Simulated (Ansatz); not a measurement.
# C2H7Ga (SMILES [CH3][GaH][CH3]) at B3LYP/6-31G(d) (spherical functions)

Aim: the vertical ionisation energy of C2H7Ga at B3LYP/6-31G* (spherical functions), from 2 runs. 

Program for the calculation: Ansatz 0.2.0.

47 further runs of the same task are left out: 1 that didn't finish, 46 set aside as unsound or not needed.

## 1. The system as given

C2H7Ga has 10 atoms, charge 0, and is taken as a singlet. As SMILES, `[CH3][GaH][CH3]`. The shape is that of a PBE0-D4/def2-TZVP optimisation.

Bond lengths: C1–Ga2 1.971 Å, Ga2–C3 1.971 Å, C1–H4 1.096 Å, C1–H5 1.091 Å, C1–H6 1.092 Å, Ga2–H7 1.579 Å, C3–H8 1.096 Å, C3–H9 1.091 Å, C3–H10 1.092 Å. Some angles: C1–Ga2–C3 120.1°, C1–Ga2–H7 120.0°, C3–Ga2–H7 119.9°, Ga2–C1–H4 109.0°, Ga2–C1–H5 112.5°, Ga2–C1–H6 111.5°, Ga2–C3–H8 109.0°, Ga2–C3–H9 112.5°, Ga2–C3–H10 111.5°, H4–C1–H5 107.5°.

## 2. The energy at B3LYP/6-31G(d) (spherical functions)

Input file in.yaml:

```yaml
crystal:
  periodic: [false, false, false]
  atoms:
    - {symbol: C, position_ang: [-1.063400, 1.142800, -0.711800]}
    - {symbol: Ga, position_ang: [0.649000, 0.266100, -0.281300]}
    - {symbol: C, position_ang: [0.681500, -1.321500, 0.886900]}
    - {symbol: H, position_ang: [-1.533700, 0.614200, -1.548200]}
    - {symbol: H, position_ang: [-0.935400, 2.183800, -1.011500]}
    - {symbol: H, position_ang: [-1.759700, 1.095200, 0.128600]}
    - {symbol: H, position_ang: [1.997300, 0.836500, -0.872600]}
    - {symbol: H, position_ang: [0.687700, -0.994000, 1.932300]}
    - {symbol: H, position_ang: [1.569300, -1.935900, 0.730500]}
    - {symbol: H, position_ang: [-0.209600, -1.938300, 0.750100]}
basis:
  gaussian:
    orbitals: 6-31G_st_-spherical.json
hamiltonian:
  xc: {name: B3LYP}
accuracy: high
output:
  orbitals: {seedname: orbitals}
```

The basis set 6-31G* is read from a file made from the Basis Set Exchange's data (not shown).

The run is started by

```console
$ ansatz run in.yaml --threads 1 --pin off --max-ram 3480MiB --events-out events.jsonl --progress --plain --runs-dir runs
```

The log of the run:

```text
Warning: RAYON_NUM_THREADS=1 ignored (pool sized by the plan → 1); use --threads N
Functional definition: B3LYP
  name "B3LYP"
  parameter a0 = 0.2
  parameter ax = 0.72
  parameter ac = 0.81
  exchange = (1 - a0 - ax)*slater_x + ax*b88_x + a0*exact_x
  correlation = (1 - ac)*vwn_rpa_c + ac*lyp_c
1736 factors; integrals over basis functions are off by at most 4.6e-9 eV
mean field evaluation 1: about -54550.4371 eV, gradient 6.4e1 eV
mean field evaluation 2: about -54544.5644 eV, gradient 7.8e1 eV
mean field evaluation 4: about -54559.8088 eV, gradient 2.7e0 eV
mean field evaluation 8: about -54559.9482 eV, gradient 9.1e-2 eV
mean field evaluation 16: about -54559.9482 eV, gradient 6.3e-6 eV
mean field -54559.94822519 eV, -2005.0411152145 hartree, gradient 8.5e-9 eV, S^2 0.000000; 0 other end points of the search recorded, 0 dependent functions left out
reference -54559.94826845 eV, -2005.0411168043 hartree; 25, 25 occupied and 49, 49 virtual orbitals, 1736 factors
Total energy: -54559.94826845 eV, -2005.0411168043 hartree
```

It took 7.2 s on 1 thread of Arm Neoverse V1, shared host; peak memory 0.24 GiB.

## 3. The doublet cation, same level

Input file molecule.yaml:

```yaml
crystal:
  periodic: [false, false, false]
  atoms:
    - {symbol: C, position_ang: [-1.063400, 1.142800, -0.711800]}
    - {symbol: Ga, position_ang: [0.649000, 0.266100, -0.281300]}
    - {symbol: C, position_ang: [0.681500, -1.321500, 0.886900]}
    - {symbol: H, position_ang: [-1.533700, 0.614200, -1.548200]}
    - {symbol: H, position_ang: [-0.935400, 2.183800, -1.011500]}
    - {symbol: H, position_ang: [-1.759700, 1.095200, 0.128600]}
    - {symbol: H, position_ang: [1.997300, 0.836500, -0.872600]}
    - {symbol: H, position_ang: [0.687700, -0.994000, 1.932300]}
    - {symbol: H, position_ang: [1.569300, -1.935900, 0.730500]}
    - {symbol: H, position_ang: [-0.209600, -1.938300, 0.750100]}
basis:
  gaussian: {orbitals: 6-31G_st_-spherical.json}
hamiltonian: {xc: {name: B3LYP}}
magnetization: {spin_polarized: true, initial_magnetization: 1}
accuracy: high
output: {orbitals: {seedname: orbitals}}
total_charge: 1
```

The basis set 6-31G* is read from a file made from the Basis Set Exchange's data (not shown).

The run is started by

```console
$ ansatz run molecule.yaml --threads 1 --pin off --max-ram 3480MiB --events-out events.jsonl --progress --plain --runs-dir runs
```

The log of the run (excerpt; [...] marks lines left out):

```text
Warning: RAYON_NUM_THREADS=1 ignored (pool sized by the plan → 1); use --threads N
[... 7 set-up lines as earlier in the session ...]
1736 factors; integrals over basis functions are off by at most 4.6e-9 eV
mean field evaluation 1: about -54531.3410 eV, gradient 6.1e1 eV
mean field evaluation 2: about -54507.9185 eV, gradient 8.2e1 eV
mean field evaluation 4: about -54549.0338 eV, gradient 1.1e1 eV
mean field evaluation 8: about -54550.1699 eV, gradient 5.8e-1 eV
mean field evaluation 16: about -54550.3097 eV, gradient 5.4e-3 eV
mean field evaluation 32: about -54550.3097 eV, gradient 1.4e-8 eV
mean field -54550.30972701 eV, -2004.6869069397 hartree, gradient 1.4e-8 eV, S^2 0.760529; 3 other end points of the search recorded, 0 dependent functions left out
reference -54550.30976832 eV, -2004.6869084578 hartree; 25, 24 occupied and 49, 50 virtual orbitals, 1736 factors
Total energy: -54550.30976832 eV, -2004.6869084578 hartree
```

Wall time 22 s (1 thread of Arm Neoverse V1, shared host); peak memory 0.37 GiB.

## 4. Outcome

Level: B3LYP/6-31G* (spherical functions).

| quantity | value |
| --- | --- |
| singlet C2H7Ga: total energy | -2005.04112 Eh |
| singlet C2H7Ga: HOMO energy | -7.23 eV |
| singlet C2H7Ga: LUMO energy | -1.13 eV |
| singlet C2H7Ga: HOMO–LUMO gap | 6.10 eV |
| doublet cation: total energy | -2004.68691 Eh |
| doublet cation: HOMO energy (highest over α and β) | -13.38 eV |
| doublet cation: LUMO energy (lowest over α and β) | -12.04 eV |
| doublet cation: ⟨S²⟩ | 0.761 |
| vertical ionisation energy (to the doublet cation) | 9.639 eV |

What this shows: The vertical ionisation energy comes to 9.64 eV (222 kcal/mol). The negative HOMO energy of the first species, 7.23 eV, lies 2.40 eV below that difference.
